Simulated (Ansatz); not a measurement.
# Cu: the cost of one run

Computed with Ansatz 0.2.0 (DFT r2SCAN, scalar-relativistic, plane waves, PAW, unless a step's input says otherwise).

3 further runs of the same task are left out: 3 set aside as unsound or not needed.

## Step 1: The system as given

Symmetry: P6_3/mmc, No. 194, hexagonal system. The conventional cell has a = 2.531 Å, b = 2.531 Å, c = 4.130 Å, α = 90.00°, β = 90.00°, γ = 120.00°. Cu (site symmetry -6m2) has 12 Cu at 2.53 Å as nearest neighbours.

Structure file:

```
CELL_PARAMETERS angstrom
2.53050 0.00000 0.00000
-1.26525 2.19148 0.00000
0.00000 0.00000 4.12986
ATOMIC_POSITIONS crystal
Cu 0.33333 0.66667 0.25000
Cu 0.66667 0.33333 0.75000
```

It goes back to an entry of the Materials Project, which need not be the stable form.

It is the result of an earlier relaxation at this level (volume 11.45 Å³/atom; gap on the mesh: none (metal)).

The other end member, Au, comes from an earlier run at this level (2 atoms, E(σ→0) -26326.9944 eV, gap none (metal)).

## Step 2: The supercell

The supercell (0 0 1; 2 1 0; -1 1 0, in the relaxed cell's vectors) has 6 atoms and 6 Cu sites. Mesh and smearing are the same for all, so that energies can be compared.

## Step 3: End member Cu in the supercell

Input file input.yaml:

```yaml
crystal:
  lattice:
    - [0.0, 0.0, 4.1298555597]
    - [3.7957541047, 2.1914796541, 0.0]
    - [-3.7957541047, 2.1914796541, 0.0]
  atoms:
    - { symbol: Cu, position: [0.25, 0.3333333333, 0.3333333333] }
    - { symbol: Cu, position: [0.25, 0.6666666667, 0.0] }
    - { symbol: Cu, position: [0.25, 0.0, 0.6666666667] }
    - { symbol: Cu, position: [0.75, 0.3333333333, 1.0] }
    - { symbol: Cu, position: [0.75, 0.6666666667, 0.6666666667] }
    - { symbol: Cu, position: [0.75, 0.0, 0.3333333333] }
basis:
  ecutwfc: 500
kpoints:
  mp_grid: { grid: [8, 12, 12] }
hamiltonian:
  xc: r2scan
scf:
  occupations: { method: gaussian, width: 0.1 }
output:
  forces: true
  stress: true
  eigenvalues: true
relax:
  adjacent_minimum: "off"
  f_tol: 0.015
  max_steps: 60
  cell: { stress_tol: 0.15 }
```

The run is started by

```
$ ansatz run input.yaml --threads 1 --pin off --max-ram 2560MiB --backend cpu --events-out ev --progress --plain --runs-dir out
```

Q: Estimate wall time and peak memory on 1 thread of Intel Xeon 6975P-C (Granite Rapids), shared host.

About 1.7 min, with a peak of 0.81 GiB.
